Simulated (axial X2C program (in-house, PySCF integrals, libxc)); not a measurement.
**RuCO: bond lengths and stretches, held linear**

One table from this session's results is given with a row withheld; the runs are named, their logs left out.

Method: all-electron X2C, two-component (2c) or spin-free, Ru dyall-v3z, C dyall-v3z, O dyall-av3z; program: an in-house X2C program for linear molecules on PySCF integrals.

All values are calculated.

2 further runs of the same task are left out: 2 set aside as unsound or not needed.

Set-up of the first run:

The input, task.json:

```json
{"zs": [44, 6, 8], "q": 0, "bas": ["dyall-v3z", "dyall-v3z", "dyall-av3z"], "r0": [1.95, 1.15], "symm": 0, "scan": ["PBE0", "HF", "LDA"], "levels": ["PBE0", "HF", "r2SCAN"], "nst": 2}
```

Keys: zs atomic numbers; q charge; bas basis sets; r0 starting distance in Å; symm equal bonds; scan levels of the two-bond scan; levels methods; nst determinants followed.

Command:

```bash
$ python solin.py task.json out
```

Masses Ru 101.904, C 12.000, O 15.995 u.

Steps of the session up to this table: Scan at PBE0, 2c; Scan at LDA, 2c; Scan at PBE0, spin-free.

One table of the session follows, with a row left open; its other results are not shown here.

```
          level  r(Ru–C) (Å)  lower stretch (cm⁻¹)  upper stretch (cm⁻¹)
       PBE0, 2c        1.790                 556.6                2033.9
        LDA, 2c            ?                     ?                     ?
PBE0, spin-free        1.791                 557.3                2034.4
 LDA, spin-free        1.756                 597.6                1986.9
```

**Question.** Estimate the row for LDA, 2c.

The run gave: r(Ru–C) (Å): 1.756; lower stretch (cm⁻¹): 596.8; upper stretch (cm⁻¹): 1986.5.

Scans not shown above were run alike.

Limits of these values: The molecule was held linear; bending was not examined, so a bent shape may lie lower. Note: functional without a current term on a determinant with orbital currents, of the molecule or an atom.
